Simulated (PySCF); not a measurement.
# [PdSe2]+: relaxation and vibrations of the doublet

Where does doublet [PdSe2]+ go from a PBE minimum start, is the end point a minimum, and what are its modes, charges and moments?

Program: PySCF 2.14.0. Level of theory: PBE, basis Pd def2-SVP with ECP28, Se def2-SVP, scalar-relativistic core potentials, no spin–orbit coupling, density fitting. These are calculated values, not measurements.

**1. Starting geometry**

3 atoms, charge 1, spin multiplicity 2.

Bond lengths: Pd1–Se2 2.232 Å, Pd1–Se3 2.232 Å. Angles: Se2–Pd1–Se3 114.5°.

```xyz
3
charge 1 multiplicity 2
Pd    0.7257    0.0000    0.0000
Se   -0.4809   -1.8774    0.0000
Se   -0.4809    1.8774    0.0000
```

**2. The SCF at the typed geometry**

One driver script runs all steps and calls PySCF; scf.py shows how it sets up the SCF of each step. The optimiser is the driver's own. After this first run the driver tries any further starts and a stability analysis.

Contents of scf.py:

```python
from pyscf import gto, scf, dft
mol = gto.M(atom='''
Pd     0.725730     0.000000     0.000000
Se    -0.480860    -1.877360     0.000000
Se    -0.480860     1.877360    -0.000000''',
    basis={'Pd': 'def2-SVP', 'Se': 'def2-SVP'},
    ecp={'Pd': 'def2-SVP'},
    charge=1, spin=1)
mf = dft.UKS(mol, xc='PBE')
mf.grids.atom_grid = (50, 194)
aux = {'Pd': 'def2-universal-JKFIT', 'Se': 'def2-universal-JKFIT'}
mf = mf.density_fit(auxbasis=aux)
mf.conv_tol = 1e-08
mf.diis_space = 10
mf.max_cycle = 60
mf.init_guess = 'minao'
mf.verbose = 4
mf.kernel()
```

Command:

```bash
OMP_NUM_THREADS=4 python axn.py task.json out
```

The runs that follow: Relaxing the doublet from the PBE minimum start; Frequencies.

**Question.** What will these runs give? Wanted: minimum; geometry; wavenumbers; dipole moment; highest occupied, lowest empty level; polar-tensor charge of Pd1; zero-point energy; ⟨S²⟩.

As calculated:

| quantity | value |
| --- | --- |
| minimum | broken-symmetry (Ms = 1/2), C2v |
| geometry | Pd–Se 2.262 Å (×2); Se–Pd–Se 107.9° |
| wavenumbers (cm⁻¹) | 72, 272, 298 |
| dipole moment (centre of mass) | 0.65 D |
| highest occupied, lowest empty level (either spin) | -11.66, -11.25 eV |
| polar-tensor charge of Pd1 | +0.47 e |
| zero-point energy | 3.8 kJ/mol |
| entropy at 298.15 K | 329.4 J/(mol K) |
| ⟨S²⟩ | 1.602 |

In words: The PBE minimum start keeps its C2v symmetry and ends in a minimum. The determinant is spin-contaminated (⟨S²⟩ = 1.60 against 0.75), so it is no pure spin state. Only this shape and spin were tried, so other structures or states may lie lower. The SCF density has lower symmetry than the nuclear frame. Open d and f shells are described by one determinant, and the ground state may have another occupation or spin.
